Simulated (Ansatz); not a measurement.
# Sb: stress in a strained cell

Sb is deformed so: equal xy, yz and zx engineering shear strains of +3 %. What stress and forces result, by LAPW, PAW and all-electron datasets made for the crystal?

Computed with Ansatz 0.2.0 (DFT PBEsol, scalar-relativistic, unless a step's input says otherwise).

## 1. Starting point

Symmetry: Pm-3m, No. 221, cubic system. Conventional cell: a = 3.160 Å, b = 3.160 Å, c = 3.160 Å, α = 90.00°, β = 90.00°, γ = 90.00°. Around Sb (site symmetry m-3m) lie 6 Sb at 3.16 Å.

Structure file:

```xyz
1
Lattice="3.1600 0.0000 0.0000 0.0000 3.1600 0.0000 0.0000 0.0000 3.1600" Properties=species:S:1:pos:R:3 pbc="T T T"
Sb    0.0000    0.0000    0.0000
```

## 2. After the deformation

Space group Pm-3m before, R-3m after.

## 3. All-electron LAPW

The input, input.yaml:

```yaml
crystal:
  lattice:
    - [3.16, 0.0474, 0.0474]
    - [0.0474, 3.16, 0.0474]
    - [0.0474, 0.0474, 3.16]
  atoms:
    - { symbol: Sb, position: [0.0, 0.0, 0.0] }
kpoints:
  mp_grid: { grid: [13, 13, 13] }
  band_path:
    path:
      - [0.0, 0.0, 0.0]
      - [0.5, 0.5, 0.5]
      - [0.5284899614, 0.4715100386, 0.5]
      - [0.5, -0.4715100386, 0.4715100386]
      - [0.5, 0.0, 0.0]
      - [0.0, 0.0, 0.0]
      - [0.4857550193, -0.4857550193, 0.0]
      - [0.5142449807, 0.0, 0.4857550193]
      - [0.5, 0.0, 0.5]
    npoints: 5
scf:
  occupations: { method: fermi_dirac, width: 0.05 }
hamiltonian:
  xc: pbesol
  pseudopotentials: { kind: all_electron, lapw: { basis_error: 0.001 } }
output:
  forces: true
  stress: true
  eigenvalues: true
```

The run is started by

```
$ ansatz run input.yaml --threads 1 --pin off --max-ram 3072MiB --backend cpu --events-out ev --progress --plain --runs-dir out
```

## 4. Frozen-core PAW

The input, input.yaml:

```yaml
crystal:
  lattice:
    - [3.16, 0.0474, 0.0474]
    - [0.0474, 3.16, 0.0474]
    - [0.0474, 0.0474, 3.16]
  atoms:
    - { symbol: Sb, position: [0.0, 0.0, 0.0] }
kpoints:
  mp_grid: { grid: [13, 13, 13] }
scf:
  occupations: { method: fermi_dirac, width: 0.05 }
hamiltonian:
  xc: pbesol
  pseudopotentials: { kind: paw }
output:
  forces: true
  stress: true
  eigenvalues: true
  efg: { contact_densities: true }
```

## 5. Datasets made for this crystal

Edit input.yaml of step 4 so:

```diff
@@ -13,3 +13,3 @@
   xc: pbesol
-  pseudopotentials: { kind: paw }
+  pseudopotentials: { kind: all_electron, datasets: crystal }
 output:
```

(Steps that only read results are left out.)

What does the calculation give? Wanted: pressure; largest shear or deviatoric stress.

The runs gave:

| quantity | value |
| --- | --- |
| pressure | LAPW -4.89, PAW -4.90, crystal datasets -4.89 GPa |
| largest shear or deviatoric stress (LAPW) | 0.52 GPa |

The largest part of the stress beyond the pressure is 0.52 GPa in size. No run of the undeformed cell stands beside it, so the pressure holds what the given cell had before the change. PAW: stress within 0.01 GPa of LAPW. Crystal datasets: stress within 0.01 GPa of LAPW. Spin-orbit coupling is left out, though the cell holds Sb; in elements this heavy it can shift bands and gaps by tenths of an eV.
